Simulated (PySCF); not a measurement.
# SiBr₄: electronic structure in real space

Aim: take SiBr₄ and analyse its density (charges, bond critical points, surface potential), see where an electron leaves and enters and measure its response to a uniform field.

Program: PySCF 2.14.0. Level of theory: levels as typed in each script, gas phase, geometry from GFN2-xTB. These are calculated values, not measurements.

## Step 1: The starting structure

SMILES `Br[Si](Br)(Br)Br`, 5 atoms, charge 0, spin multiplicity 1.

Bond lengths: Br1–Si2 2.210 Å, Si2–Br3 2.210 Å, Si2–Br4 2.210 Å, Si2–Br5 2.209 Å. Angles: Br1–Si2–Br3 109.4°, Br1–Si2–Br4 109.5°, Br1–Si2–Br5 109.5°, Br3–Si2–Br4 109.5°, Br3–Si2–Br5 109.5°, Br4–Si2–Br5 109.5°.

Coordinates:

```xyz
5

Br   -1.27575    0.05680    1.80309
Si    0.00037    0.00031    0.00023
Br   -1.27584   -0.05675   -1.80308
Br    1.27564   -1.80323    0.05672
Br    1.27580    1.80305   -0.05682
```

## Step 2: Density, bond paths and surface potential (PBE/def2-tzvp)

Contents of input.py:

```python
import numpy as np
from pyscf import gto, scf, dft
from pyscf.scf import atom_ks, atom_hf
from scipy.linalg import block_diag

def solve(mol, dm0=None, hcore=None):
    mf = (dft.UKS if mol.spin else dft.RKS)(mol, xc='pbe')
    mf.grids.level = 3
    mf = mf.density_fit(auxbasis='def2-universal-jkfit')
    mf.conv_tol, mf.max_cycle = 1e-8, 80
    if hcore is not None:
        mf.get_hcore = lambda *args: hcore
    mf.kernel(dm0)
    if not mf.converged:
        mf = mf.newton().run(mf.mo_coeff, mf.mo_occ, max_cycle=30)
    assert mf.converged, 'SCF not converged'
    return mf

mol = gto.M(atom='''
Br    -1.27575     0.05680     1.80309
Si     0.00037     0.00031     0.00023
Br    -1.27584    -0.05675    -1.80308
Br     1.27564    -1.80323     0.05672
Br     1.27580     1.80305    -0.05682
''', basis='def2-tzvp', charge=0, spin=0, verbose=4)
mf = solve(mol)
mf.analyze()
# spherically averaged free atoms, for the promolecule
atm = atom_ks.get_atm_nrks(mol, xc='pbe')
pro = block_diag(*[(atm[a[0]][2] * atm[a[0]][3]) @ atm[a[0]][2].T for a in mol._atom])
np.savez('result.npz', e=mf.e_tot, c=mf.mo_coeff, occ=mf.mo_occ, eps=mf.mo_energy, pro=pro, dip=mf.dip_moment(verbose=0), s2=mf.spin_square()[0])
```

The run is started by

```
$ OMP_NUM_THREADS=1 python input.py
```

## Step 4: Removing and adding an electron (PBE/def2-tzvp)

Contents of input.py:

```python
import numpy as np
from pyscf import gto, scf, dft
from pyscf.scf import atom_ks, atom_hf
from scipy.linalg import block_diag

def solve(mol, dm0=None, hcore=None):
    mf = (dft.UKS if mol.spin else dft.RKS)(mol, xc='pbe')
    mf.grids.level = 3
    mf = mf.density_fit(auxbasis='def2-universal-jkfit')
    mf.conv_tol, mf.max_cycle = 1e-8, 80
    if hcore is not None:
        mf.get_hcore = lambda *args: hcore
    mf.kernel(dm0)
    if not mf.converged:
        mf = mf.newton().run(mf.mo_coeff, mf.mo_occ, max_cycle=30)
    assert mf.converged, 'SCF not converged'
    return mf

mol = gto.M(atom='''
Br    -1.27575     0.05680     1.80309
Si     0.00037     0.00031     0.00023
Br    -1.27584    -0.05675    -1.80308
Br     1.27564    -1.80323     0.05672
Br     1.27580     1.80305    -0.05682
''', basis='def2-tzvp', charge=0, spin=0, verbose=4)
mf = solve(mol)
out = dict(e0=mf.e_tot, dm0=mf.make_rdm1(), c=mf.mo_coeff, occ=mf.mo_occ, eps=mf.mo_energy)
for name, dq, spin in [('cation', 1, 1)]:
    ion = mol.copy().set(charge=mol.charge + dq, spin=spin).build()
    mi = solve(ion)
    if spin and dq > 0 and mol.nao < 130:
        c, _, stable, _ = mi.stability(return_status=True)
        if not stable:
            mi = solve(ion, mi.make_rdm1(c, mi.mo_occ))
    print(name, 'vertical energy change / eV', (mi.e_tot - mf.e_tot) * 27.211386)
    out.update({'e_' + name: mi.e_tot, 'dm_' + name: mi.make_rdm1(), 's2_' + name: mi.spin_square()[0], 'eps_' + name: mi.mo_energy, 'occ_' + name: mi.mo_occ})
# spherically averaged free atoms, for the promolecule
atm = atom_ks.get_atm_nrks(mol, xc='pbe')
pro = block_diag(*[(atm[a[0]][2] * atm[a[0]][3]) @ atm[a[0]][2].T for a in mol._atom])
np.savez('result.npz', pro=pro, **out)
```

## Step 5: Response to an electric field (PBE/def2-tzvp)

Contents of input.py:

```python
import numpy as np
from pyscf import gto, scf, dft
from pyscf.scf import atom_ks, atom_hf
from scipy.linalg import block_diag

def solve(mol, dm0=None, hcore=None):
    mf = (dft.UKS if mol.spin else dft.RKS)(mol, xc='pbe')
    mf.grids.level = 3
    mf = mf.density_fit(auxbasis='def2-universal-jkfit')
    mf.conv_tol, mf.max_cycle = 1e-8, 80
    if hcore is not None:
        mf.get_hcore = lambda *args: hcore
    mf.kernel(dm0)
    if not mf.converged:
        mf = mf.newton().run(mf.mo_coeff, mf.mo_occ, max_cycle=30)
    assert mf.converged, 'SCF not converged'
    return mf

mol = gto.M(atom='''
Br    -1.27575     0.05680     1.80309
Si     0.00037     0.00031     0.00023
Br    -1.27584    -0.05675    -1.80308
Br     1.27564    -1.80323     0.05672
Br     1.27580     1.80305    -0.05682
''', basis='def2-tzvp', charge=0, spin=0, verbose=4)
field = np.array([0.004, 0.0, 0.0])  # atomic units
mol.set_common_orig(mol.atom_charges() @ mol.atom_coords() / mol.atom_charges().sum())
mf = solve(mol)
out = dict(dm0=mf.make_rdm1(), d0=mf.dip_moment(unit='AU'), e0=mf.e_tot)
for name, sign in (('p', 1), ('m', -1)):
    h = mf.get_hcore() + sign * np.einsum('x,xij->ij', field, mol.intor('int1e_r'))
    mi = solve(mol, mf.make_rdm1(), h)
    out.update({'dm' + name: mi.make_rdm1(), 'd' + name: mi.dip_moment(unit='AU'), 'e' + name: mi.e_tot})
# spherically averaged free atoms, for the promolecule
atm = atom_ks.get_atm_nrks(mol, xc='pbe')
pro = block_diag(*[(atm[a[0]][2] * atm[a[0]][3]) @ atm[a[0]][2].T for a in mol._atom])
np.savez('result.npz', pro=pro, **out)
```

(Steps that only read results are left out.)

Before running it: what results should come out? Wanted: dipole moment; HOMO, LUMO; polarisability along the field.

The runs gave:

| quantity | value |
| --- | --- |
| dipole moment (PBE/def2-tzvp) | 0.00 D |
| HOMO, LUMO (PBE/def2-tzvp) | -7.41, -2.68 eV |
| polarisability along the field (PBE/def2-tzvp) | 104.5 bohr³ |

**Reading.** At PBE/def2-tzvp: The highest Hirshfeld charge is on Si2 (+0.23 e), the lowest on Br1, Br3, Br4 and Br5 (−0.06 e). The geometry was not optimised at these levels.
